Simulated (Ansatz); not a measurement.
# CH6BFOSi: small, medium and large basis sets

An exercise on one series of results from a longer session: the logs are not shown, and one member is left open.

Computed with Ansatz 0.2.0, Gaussian basis. Level: one geometry, several basis sets.

Levels to be run: PBE0-D4/def2-SVP; ωB97M-V/def2-SVP; PBE0-D4/def2-QZVPP; ωB97M-V/def2-QZVPP; the functionals' def2-TZVPP values are taken from earlier runs.

### Structure used throughout

An earlier PBE0-D4 in a triple-zeta def2 set relaxation fixed the geometry.

SMILES `B[SiH](F)OC`, 11 atoms, charge 0, spin multiplicity 1.

Atoms are counted from 1 here; the program's logs count them from 0.

Bond lengths: B1–Si2 2.010 Å, B1–H6 1.195 Å, B1–H7 1.195 Å, Si2–F3 1.606 Å, Si2–O4 1.631 Å, Si2–H8 1.489 Å, O4–C5 1.411 Å, C5–H9 1.091 Å, C5–H10 1.093 Å, C5–H11 1.096 Å. Angles: Si2–B1–H6 122.6°, Si2–B1–H7 119.7°, H6–B1–H7 117.7°, B1–Si2–F3 109.5°, B1–Si2–O4 104.6°, B1–Si2–H8 118.4°, F3–Si2–O4 111.3°, F3–Si2–H8 104.4°, O4–Si2–H8 108.7°, Si2–O4–C5 126.0°, O4–C5–H9 108.6°, O4–C5–H10 110.3°, O4–C5–H11 111.6°, H9–C5–H10 108.8°, H9–C5–H11 108.7°, H10–C5–H11 108.8°.

The first run:

in.yaml

```yaml
crystal:
  periodic: [false, false, false]
  atoms:
    - {symbol: B, position_ang: [-1.460909, 1.787618, 0.428498]}
    - {symbol: Si, position_ang: [-0.120294, 0.643785, -0.538935]}
    - {symbol: F, position_ang: [1.137142, 1.543200, -0.972318]}
    - {symbol: O, position_ang: [0.310400, -0.492241, 0.549221]}
    - {symbol: C, position_ang: [0.983885, -1.699602, 0.265148]}
    - {symbol: H, position_ang: [-2.621569, 1.799699, 0.143861]}
    - {symbol: H, position_ang: [-1.107027, 2.470166, 1.343350]}
    - {symbol: H, position_ang: [-0.543147, -0.033749, -1.795913]}
    - {symbol: H, position_ang: [0.682270, -2.447544, 1.000304]}
    - {symbol: H, position_ang: [2.065680, -1.555672, 0.332846]}
    - {symbol: H, position_ang: [0.738969, -2.072559, -0.735662]}
basis:
  gaussian: {orbitals: def2-SVP}
hamiltonian: {xc: pbe0, dispersion: d4}
output: {orbitals: {seedname: orbitals}}
```

Among the steps run: PBE0-D4 in def2-SVP; ωB97M-V in def2-SVP; PBE0-D4 in def2-QZVPP; ωB97M-V in def2-QZVPP.

One table of the session follows, with a row left open; its other results are not shown here.

It belongs to the step «Functionals by basis». 

```
functional       basis  HOMO (eV)  LUMO (eV)
   PBE0-D4    def2-SVP      -8.25      -2.50
   PBE0-D4  def2-TZVPP      -8.33      -2.59
   PBE0-D4  def2-QZVPP      -8.35      -2.61
   ωB97M-V    def2-SVP     -10.41      -0.41
   ωB97M-V  def2-TZVPP     -10.53      -0.59
   ωB97M-V  def2-QZVPP          ?          ?
```

Q: Estimate the row for ωB97M-V, def2-QZVPP from the others.

**Answer.** HOMO (eV): -10.55; LUMO (eV): -0.64. In the column «HOMO (eV)» it is the lowest.
